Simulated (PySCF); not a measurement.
# MgBi−: from the state search to spectroscopic constants

Aim: find the lowest electronic state of MgBi−, scan its bond at several levels of theory, and get bond length, wavenumber and dissociation energy from each curve.

Program: PySCF 2.14.0. Level of theory: Mg def2-SVPD, Bi def2-SVPD with ECP60, scalar-relativistic core potentials. These are calculated values, not measurements.

4 further runs of the same task are left out: 4 set aside as unsound or not needed.

### 1 The job

The job is set up so:

```yaml
atoms: Mg, Bi
charge: -1
basis: Mg def2-SVPD, Bi def2-SVPD with ECP60
Hamiltonian: scalar-relativistic core potentials
basis_functions: 53
electrons_treated: 36
masses_in_u: 23.9850, 208.9804
levels: PBE0, PBE, r²SCAN, BP86, r²SCANh, r²SCAN0
grid: 80 radial by 434 angular points
occupations: held fixed by the projection of orbital angular momentum
dissociation_limit: Mg + Bi−, each in its ground configuration
starting_distance_in_angstrom: 2.915
values_of_2S_to_try: 0, 2
```

Started as:

```bash
$ OMP_NUM_THREADS=1 python dia.py task.json out
```

The runs that follow: PBE0 along the bond; Higher solutions at PBE0; PBE (GGA); r²SCAN; BP86; r²SCANh; r²SCAN0 (hybrid meta-GGA).

What does the calculation give? Wanted: for each run, Re; ωe; De; μ.

As calculated:

Lowest PBE0 solution found, without spin–orbit coupling: ³Π (triplet), unpaired electrons σ ↑, π ↑. State 2 has its PBE0 minimum 0.11 eV higher, as a spin-mixed determinant (⟨S²⟩ = 1.02), so this is no gap between pure states. The other levels ran on the lowest alone.

```
  level  Re (Å)  ωe (cm⁻¹)  De (eV)  μ (D)
    PBE   2.795      228.9     1.64   4.93
   BP86   2.796      227.1     1.55   4.76
 r²SCAN   2.774      237.1     1.63   4.62
r²SCANh   2.771      237.1     1.59   4.50
   PBE0   2.776      232.7     1.50   4.58
r²SCAN0   2.767      236.5     1.53   4.34
```

De is counted to Mg + Bi− in their ground configurations. A positive dipole points from Mg to Bi; in an ion it is taken about the centre of mass and does not tell which atom is negative.

In words: The methods spread over 0.029 Å in bond length, from r²SCAN0 to BP86. Of the levels with a De here, PBE0 gives the least (1.50 eV) and PBE the most (1.64 eV).

Spin–orbit coupling is left out, which matters for elements this heavy, above all for dissociation energies. With some functionals the highest level of the anion is positive, from self-interaction error or because the anion is truly unbound there; the finite basis then holds the extra electron, and no neutral molecule was run to test the binding. With spin–orbit coupling the term label itself may not hold.
